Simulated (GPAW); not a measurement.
# Co3W (P6_3/mmc) in GPAW: further runs, part 2 of 2

GPAW 26.7.0. Earlier steps stand in the parts before.

## 3. Band structure, LDA, collinear spin, ferromagnetic start

Contents of run.py:

```python
from ase import Atoms
from ase.dft.bandgap import bandgap
from ase.io import write
from ase.units import GPa
from gpaw import GPAW, PW

atoms = Atoms(['W', 'W', 'Co', 'Co', 'Co', 'Co', 'Co', 'Co'],
              cell=[[5.12, 0.0, 0.0],
                    [-2.56, 4.4340500674, 0.0],
                    [0.0, 0.0, 4.12]],
              scaled_positions=[[0.6666666667, 0.3333333333, 0.75],
                                [0.3333333333, 0.6666666667, 0.25],
                                [0.6659999999, 0.833, 0.75],
                                [0.833, 0.1670000001, 0.25],
                                [0.1670000001, 0.3340000001, 0.75],
                                [0.3340000001, 0.1670000001, 0.25],
                                [0.1670000001, 0.833, 0.75],
                                [0.833, 0.6659999999, 0.25]],
              pbc=True)
atoms.set_initial_magnetic_moments([0.0, 0.0, 2.0, 2.0, 2.0, 2.0, 2.0, 2.0])

calc = GPAW(mode=PW(600),
            xc='LDA',
            kpts={'size': (4, 4, 4), 'gamma': True},
            occupations={'name': 'fermi-dirac', 'width': 0.05},
            nbands=76,
            convergence={'density': 1e-05, 'energy': 1e-05},
            maxiter=150,
            txt='gpaw.txt')
atoms.calc = calc
energy = atoms.get_potential_energy()
forces = atoms.get_forces()
stress = atoms.get_stress()
calc.write('gs.gpw')
write('result.traj', atoms)
print(f'Energy: {energy:.6f} eV')
print('Forces (eV/A):')
print(forces.round(4))
print('Stress (GPa):', (stress / GPa).round(3))
print('Moments:', calc.get_magnetic_moments().round(3))
print('Fermi level:', round(calc.get_fermi_level(), 4), 'eV')
print(f'Gap: {bandgap(calc)[0]:.4f} eV, direct: {bandgap(calc, direct=True)[0]:.4f} eV')

path = atoms.cell.bandpath('GMKGALHA,LM,KH', npoints=60, eps=1e-4)
bs_calc = calc.fixed_density(kpts=path, symmetry='off', nbands=104,
                             convergence={'bands': 'CBM+6.0', 'eigenstates': 1e-6}, txt='bands.txt')
bs = bs_calc.band_structure()
bs.write('bs.json')
print(f'Gap on the path: {bandgap(bs_calc)[0]:.4f} eV')
```

Potentials or basis: the program's PAW data sets (release 1.2.1) made for this functional, pw.

Command:

```bash
OMP_NUM_THREADS=1 python run.py
```

gpaw.txt:

```text
__  _  _
 | _ |_)|_||  |
 |__||  | ||/\| - 26.7.0

Input parameters:
  mode=PW(ecut=600.0),
  convergence={'density': 1e-05, 'energy': 1e-05},
  kpts=MonkhorstPack(size=(4, 4, 4), gamma=True),
  maxiter=150,
  nbands=76,
  occupations=Occupations(name='fermi-dirac', width=0.05),
  xc=XC(name='LDA')

Diagonalizing LCAO Hamiltonian
Converting LCAO to pw mode

         Co    Co

          Co     W
           W      Co

             Co    Co

Atoms  # Å, Bohr magnetons
|   | symbol |         x |        y |        z |    initial magnetic moments |
|---|--------|-----------|----------|----------|-----------------------------|
| 0 |      W |  2.560000 | 1.478017 | 3.090000 | ( 0.0000,  0.0000,  0.0000) |
| 1 |      W | -0.000000 | 2.956033 | 1.030000 | ( 0.0000,  0.0000,  0.0000) |
| 2 |     Co |  1.277440 | 3.693564 | 3.090000 | ( 0.0000,  0.0000,  2.0000) |
| 3 |     Co |  3.837440 | 0.740486 | 1.030000 | ( 0.0000,  0.0000,  2.0000) |
| 4 |     Co |  0.000000 | 1.480973 | 3.090000 | ( 0.0000,  0.0000,  2.0000) |
| 5 |     Co |  1.282560 | 0.740486 | 1.030000 | ( 0.0000,  0.0000,  2.0000) |
| 6 |     Co | -1.277440 | 3.693564 | 3.090000 | ( 0.0000,  0.0000,  2.0000) |
| 7 |     Co |  2.560000 | 2.953077 | 1.030000 | ( 0.0000,  0.0000,  2.0000) |

Unit cell  # Å
| periodic |         x |        y |        z |  lengths |     angles |
|----------|-----------|----------|----------|----------|------------|
|      yes |  5.120000 | 0.000000 | 0.000000 | 5.120000 |  90.000000 |
|      yes | -2.560000 | 4.434050 | 0.000000 | 5.120000 |  90.000000 |
|      yes |  0.000000 | 0.000000 | 4.120000 | 4.120000 | 120.000000 |

Number of symmetries: 12
Symmetry operations  # r_c * U_cc + t_c -> r_c
|    | kind |            matrix            |
|----|------|------------------------------|
|  0 |  σ   |  1, 1, 0,  0,-1, 0,  0, 0, 1 |
|  1 |  S6  |  1, 1, 0, -1, 0, 0,  0, 0,-1 |
|  2 |  E   |  1, 0, 0,  0, 1, 0,  0, 0, 1 |
|  3 |  C2  |  1, 0, 0, -1,-1, 0,  0, 0,-1 |
|  4 |  C2  |  0, 1, 0,  1, 0, 0,  0, 0,-1 |
|  5 |  C3  |  0, 1, 0, -1,-1, 0,  0, 0, 1 |
|  6 |  S6  |  0,-1, 0,  1, 1, 0,  0, 0,-1 |
|  7 |  σ   |  0,-1, 0, -1, 0, 0,  0, 0, 1 |
|  8 |  σ   | -1, 0, 0,  1, 1, 0,  0, 0, 1 |
|  9 |  i   | -1, 0, 0,  0,-1, 0,  0, 0,-1 |
| 10 |  C3  | -1,-1, 0,  1, 0, 0,  0, 0, 1 |
| 11 |  C2  | -1,-1, 0,  0, 1, 0,  0, 0,-1 |

BZ-sampling:
  Number of BZ points: 64
  Number of IBZ points: 13

  Monkhorst-Pack size: [4, 4, 4]
  Monkhorst-Pack shift: [0.125, 0.125, 0.125]

K-points  # in reciprocal-cell coordinates
|     |                                coordinates |     weight |
|-----|--------------------------------------------|------------|
|   0 | (  0.00000000,   0.00000000,   0.00000000) | 0.01562500 |
|   1 | (  0.00000000,   0.00000000,   0.25000000) | 0.03125000 |
|   2 | (  0.00000000,   0.00000000,   0.50000000) | 0.01562500 |
|   3 | (  0.25000000,   0.00000000,  -0.25000000) | 0.09375000 |
|   4 | (  0.25000000,   0.00000000,   0.00000000) | 0.09375000 |
|   5 | (  0.25000000,   0.00000000,   0.25000000) | 0.09375000 |
|   6 | (  0.25000000,   0.00000000,   0.50000000) | 0.09375000 |
|   7 | (  0.50000000,   0.25000000,   0.00000000) | 0.09375000 |
|   8 | (  0.50000000,   0.25000000,   0.25000000) | 0.18750000 |
|   9 | (  0.50000000,   0.25000000,   0.50000000) | 0.09375000 |
| ... |                                            |            |
|  12 | (  0.50000000,   0.50000000,   0.50000000) | 0.04687500 |

Plane wave coefficients: 3148
Cutoff: 600.0 eV

Spin-components: 2 (collinear spins)
Bands:           76
Projectors:      48
Spin-degeneracy: 1
Datatype:        complex128

Parallelization:
  kpt:    1
  domain: 1
  band:   1

Density:
  Valence electrons: 82.0
  Components: 2
  Grid points: [30 30 24]
  Charge: 0.0  # |e|

Potential:
  Grid points: [30 30 24]

species:
  W:
    name:    Tungsten
    Z:       74.0
    valence: 14
    core:    60
    charge:  0.0  # [|e|]
    compensation charges:
      type: gauss
      rc: 0.40  # [Å]
      lmax: 2
    cutoffs:
      filter: 2.36  # [Å]
      core: 3.02  # [Å]
    projectors
    | kind |    occ | energy [eV] | rcut [Å] |
    |------|--------|-------------|----------|
    |   5s |  2.000 |     -79.053 |    1.344 |
    |   6s |  2.000 |      -5.886 |    1.344 |
    |   5p |  6.000 |     -43.417 |    1.355 |
    |   6p |  0.000 |      -1.469 |    1.355 |
    |   5d |  4.000 |      -4.693 |    1.228 |
    |    d |        |      22.518 |    1.228 |

    Using partial waves for W as LCAO basis

  Co:
    name:    Cobalt
    Z:       27.0
    valence: 9
    core:    18
    charge:  0.0  # [|e|]
    compensation charges:
      type: gauss
      rc: 0.32  # [Å]
      lmax: 2
    cutoffs:
      filter: 1.87  # [Å]
      core: 2.55  # [Å]
    projectors
    | kind |    occ | energy [eV] | rcut [Å] |
    |------|--------|-------------|----------|
    |   4s |  2.000 |      -5.672 |    1.005 |
    |   4p |  0.000 |      -1.387 |    1.058 |
    |   3d |  7.000 |      -8.461 |    1.005 |
    |    s |        |      21.539 |    1.005 |
    |    p |        |      25.825 |    1.058 |
    |    d |        |      18.750 |    1.005 |

    Using partial waves for Co as LCAO basis

Reference energy: -1104061.812652  # eV

eigensolver:
  PPCG
  Converge bands: occupied
  niter=2

density mixing:
  MSR1-Mixer
  Pratt-step length: 0.05
  Maximum mixing coefficient: 0.75
  Old densities: 10
  SVD Regularization: 0.005
  Good broyden scale: 1.0
  Trust region scale: 1.0
  Backstep threshold: 4.0
  History deletion threshold: 6.0
  Fourier metric: weight=20.0, sigma=0.015

occupation numbers:
  Fermi-Dirac:
    width: 0.0500  # eV

poisson solver:
  ecut: 4800.0  # eV

xc functional:
  name: None

convergence criteria:
- Maximum integral of absolute [dens]ity change: 1e-05 electrons / valence electron
- Maximum [total energy] change in last 3 cyles: 1e-05 eV / valence electron
- Maximum integral of absolute [eigenst]ate change: 4e-08 eV^2 / valence electron
maximum number of iterations: 150

SCF iterations
|iter     | |      energy | eigst |  dens |  magmom |
|---------|-|-------------|-------|-------|---------|
|iter:   1| |  -83.548405 | +0.59 |       | +12.0156|
|iter:   2| |  -82.926134 | -1.16 | -0.79 | +11.6171|
|iter:   3| |  -82.376194 | -1.44 | -0.88 |  +9.7511|
|iter:   4| |  -82.758177 | -1.61 | -0.98 |  +6.6014|
|iter:   5| |  -83.131407 | -2.14 | -1.23 |  +3.3217|
|iter:   6| |  -83.248682 | -2.35 | -1.68 |  +0.6827|
|iter:   7| |  -83.274816 | -3.11 | -1.77 |  +1.3211|
|iter:   8| |  -83.280751 | -3.50 | -2.08 |  +1.5523|
|iter:   9| |  -83.281468 | -4.06 | -2.52 |  +1.4323|
|iter:  10| |  -83.281177c| -4.53 | -2.80 |  +1.3172|
|iter:  11| |  -83.280546 | -4.53 | -3.04 |  +1.1569|
|iter:  12| |  -83.279940 | -4.78 | -3.33 |  +1.0246|
|iter:  13| |  -83.279797c| -5.74 | -3.76 |  +0.9952|
|iter:  14| |  -83.279629c| -6.07 | -4.00 |  +0.9669|
|iter:  15| |  -83.279557c| -6.78 | -4.27 |  +0.9560|
|iter:  16| |  -83.279462c| -6.80 | -4.56 |  +0.9416|
|iter:  17| |  -83.279438c| -7.64c| -5.05c|  +0.9384|

Converged in 17 steps
Energy contributions relative to reference atoms: (reference = -1104061.812652)

Energy contributions:
  Kinetic:          32.814128
  Coulomb:         -31.048905
  Zero:             -0.355498
  External:          0.000000
  Xc:              -84.656648
  Entropy:          -0.065028
  Spinorbit:         0.000000
  ----------------------------
  Free energy:     -83.311952
  Extrapolated:    -83.279438

dipole moment: (-0.000002, -0.000003, -0.000003)  # |e|*Ang

Total magnetic moment: (0.000000, 0.000000, 0.938436)

Local magnetic moments
|        x |        y |         z |
|----------|----------|-----------|
| 0.000000 | 0.000000 | -0.071157 |  # W    0
| 0.000000 | 0.000000 | -0.071157 |  # W    1
| 0.000000 | 0.000000 |  0.193955 |  # Co   2
| 0.000000 | 0.000000 |  0.193955 |  # Co   3
| 0.000000 | 0.000000 |  0.193955 |  # Co   4
| 0.000000 | 0.000000 |  0.193955 |  # Co   5
| 0.000000 | 0.000000 |  0.193955 |  # Co   6
| 0.000000 | 0.000000 |  0.193955 |  # Co   7

Fermi level: 11.942
Eigenvalues  # (at kpt = [0.000, 0.000, 0.000])
| band index |      eig [eV] | occ [0-1] |      eig [eV] | occ [0-1] |
|------------|---------------|-----------|---------------|-----------|
|          0 |       -62.029 |     1.000 |       -62.061 |     1.000 |
|        ... |               |           |               |           |
|         31 |        10.523 |     1.000 |        10.687 |     1.000 |
|         32 |        10.523 |     1.000 |        10.687 |     1.000 |
|         33 |        10.540 |     1.000 |        10.688 |     1.000 |
|         34 |        10.540 |     1.000 |        10.688 |     1.000 |
|         35 |        10.931 |     1.000 |        11.061 |     1.000 |
|         36 |        10.960 |     1.000 |        11.121 |     1.000 |
|         37 |        10.960 |     1.000 |        11.121 |     1.000 |
|         38 |        11.939 |     0.516 |        12.150 |     0.015 |
|         39 |        12.018 |     0.180 |        12.233 |     0.003 |
|         40 |        12.087 |     0.052 |        12.262 |     0.002 |
|         41 |        12.234 |     0.003 |        12.300 |     0.001 |
|         42 |        13.109 |     0.000 |        13.276 |     0.000 |
|         43 |        13.109 |     0.000 |        13.276 |     0.000 |
|         44 |        13.287 |     0.000 |        13.373 |     0.000 |
|         45 |        13.287 |     0.000 |        13.373 |     0.000 |
|        ... |               |           |               |           |
|         75 |        33.522 |     0.000 |        33.568 |     0.000 |

No gap
No difference between direct/indirect transitions

Forces  # eV/Ang
|        x |        y |        z |
|----------|----------|----------|
| -0.00000 | -0.00000 |  0.00000 |  # W    0
|  0.00000 |  0.00000 | -0.00000 |  # W    1
|  0.57669 |  0.33295 |  0.00000 |  # Co   2
|  0.57669 | -0.33295 | -0.00000 |  # Co   3
|  0.00000 | -0.66591 |  0.00000 |  # Co   4
| -0.57669 | -0.33295 | -0.00000 |  # Co   5
| -0.57669 |  0.33295 |  0.00000 |  # Co   6
|  0.00000 |  0.66591 | -0.00000 |  # Co   7

Stress tensor  # eV/Ang^3
|        x |        y |        z |
|----------|----------|----------|
| 0.119193 | 0.000000 | 0.000000 |
| 0.000000 | 0.119193 | 0.000000 |
| 0.000000 | 0.000000 | 0.136515 |

# Writing to gs.gpw (mode='')
```

It took 14 min on 1 thread of Arm Neoverse V2, shared host; peak memory 1.1 GiB.

Results:

```
Free energy             : -83.3120 eV
Pressure                : -20.0 GPa
Largest force           : 0.666 eV/Å
Band gap along the path : none (metal or under the smearing width)
Net moment              : 0.94 μB per cell
Site moments            : W -0.07; Co +0.19 μB
```

Forces in eV/Å, atoms in the order of the input:
```
W    0.000  0.000  0.000
W    0.000  0.000  0.000
Co   0.577  0.333  0.000
Co   0.577 -0.333  0.000
Co   0.000 -0.666  0.000
Co  -0.577 -0.333  0.000
Co  -0.577  0.333  0.000
Co   0.000  0.666  0.000
```

Stress tensor (GPa, compression positive):
```
-19.10   0.00   0.00
  0.00 -19.10   0.00
  0.00   0.00 -21.87
```

Levels at the corners of the path, in eV from the Fermi level:
Spin up:
```tsv
point	band 39	band 40	band 41	band 42	band 43	band 44	band 45	band 46
Γ	0.00	0.08	0.14	0.29	1.17	1.17	1.35	1.35
M	-0.83	-0.69	-0.13	-0.05	0.12	0.50	0.60	0.90
K	-0.95	-0.54	-0.53	-0.07	0.54	0.54	0.55	1.42
Γ	0.00	0.08	0.14	0.29	1.17	1.17	1.35	1.35
A	0.09	0.09	0.72	0.72	0.72	0.72	0.75	0.75
L	-0.82	-0.82	-0.21	-0.21	0.42	0.42	0.72	0.72
H	-0.79	-0.79	-0.14	-0.14	0.43	0.43	0.91	0.91
A	0.09	0.09	0.72	0.72	0.72	0.72	0.75	0.75
L	-0.82	-0.82	-0.21	-0.21	0.42	0.42	0.72	0.72
M	-0.83	-0.69	-0.13	-0.05	0.12	0.50	0.60	0.90
K	-0.95	-0.54	-0.53	-0.07	0.54	0.54	0.55	1.42
H	-0.79	-0.79	-0.14	-0.14	0.43	0.43	0.91	0.91
```
Spin down:
| point | band 38 | band 39 | band 40 | band 41 | band 42 | band 43 |
| --- | --- | --- | --- | --- | --- | --- |
| Γ | -0.82 | 0.21 | 0.29 | 0.32 | 0.36 | 1.33 |
| M | -0.80 | -0.65 | -0.50 | 0.07 | 0.19 | 0.21 |
| K | -0.78 | -0.78 | -0.32 | -0.32 | 0.17 | 0.67 |
| Γ | -0.82 | 0.21 | 0.29 | 0.32 | 0.36 | 1.33 |
| A | -0.24 | 0.30 | 0.30 | 0.76 | 0.76 | 0.81 |
| L | -0.77 | -0.70 | -0.70 | 0.01 | 0.01 | 0.61 |
| H | -0.87 | -0.66 | -0.66 | 0.11 | 0.11 | 0.62 |
| A | -0.24 | 0.30 | 0.30 | 0.76 | 0.76 | 0.81 |
| L | -0.77 | -0.70 | -0.70 | 0.01 | 0.01 | 0.61 |
| M | -0.80 | -0.65 | -0.50 | 0.07 | 0.19 | 0.21 |
| K | -0.78 | -0.78 | -0.32 | -0.32 | 0.17 | 0.67 |
| H | -0.87 | -0.66 | -0.66 | 0.11 | 0.11 | 0.62 |

Caveat: the k mesh is coarse (spacing up to 0.38 Å⁻¹), so the values aren't converged; spin-orbit coupling is left out, which moves the levels of the heavy elements.
